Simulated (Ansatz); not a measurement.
# C2H4BSi: the cost of one run

All numbers below are computed with Ansatz 0.2.0 (RKS PBE-D4/cc-pVDZ).

### 1 Starting point

Bond lengths: C1–C2 1.214 Å, C2–B3 1.482 Å, B3–Si4 1.976 Å, C1–H5 1.055 Å, B3–H6 1.174 Å, Si4–H7 1.468 Å, Si4–H8 1.468 Å. Angles: C1–C2–B3 177.9°, C2–C1–H5 179.7°, C2–B3–Si4 120.0°, C2–B3–H6 118.8°, Si4–B3–H6 121.2°, B3–Si4–H7 127.4°, B3–Si4–H8 125.5°, H7–Si4–H8 107.2°.

As a file:

```xyz
8

C     0.0709    1.9011   -1.4159
C     0.0438    1.1615   -0.4539
B     0.0127    0.3025    0.7528
Si   -0.0637   -1.6628    0.5643
H     0.0932    2.5490   -2.2487
H     0.0353    0.8108    1.8103
H    -0.1159   -2.4377   -0.6818
H    -0.0763   -2.6244    1.6728
```

### 2 Relaxing end A

Input file input.yaml:

```yaml
crystal:
  periodic: [false, false, false]
  atoms:
    - { symbol: C, position_ang: [0.07089, 1.90113, -1.41585] }
    - { symbol: C, position_ang: [0.04376, 1.16151, -0.45392] }
    - { symbol: B, position_ang: [0.01274, 0.30247, 0.75278] }
    - { symbol: Si, position_ang: [-0.06373, -1.66279, 0.56431] }
    - { symbol: H, position_ang: [0.09319, 2.54902, -2.24869] }
    - { symbol: H, position_ang: [0.03532, 0.8108, 1.81034] }
    - { symbol: H, position_ang: [-0.11591, -2.43774, -0.68178] }
    - { symbol: H, position_ang: [-0.07626, -2.6244, 1.6728] }
total_charge: 1
basis:
  gaussian: { orbitals: cc-pVDZ }
hamiltonian:
  xc: pbe
  dispersion: d4
relax:
  f_tol: 0.015
  max_steps: 40
```

The run is started by

```
ansatz run input.yaml --threads 1 --pin off --max-ram 2048MiB --backend cpu --events-out ev --progress --plain --runs-dir out
```

**Question.** How long does this run take on 1 thread of Intel Xeon Platinum 8488C (Sapphire Rapids), shared host, and how much memory does it need?

About 49 s, with a peak of 0.14 GiB.
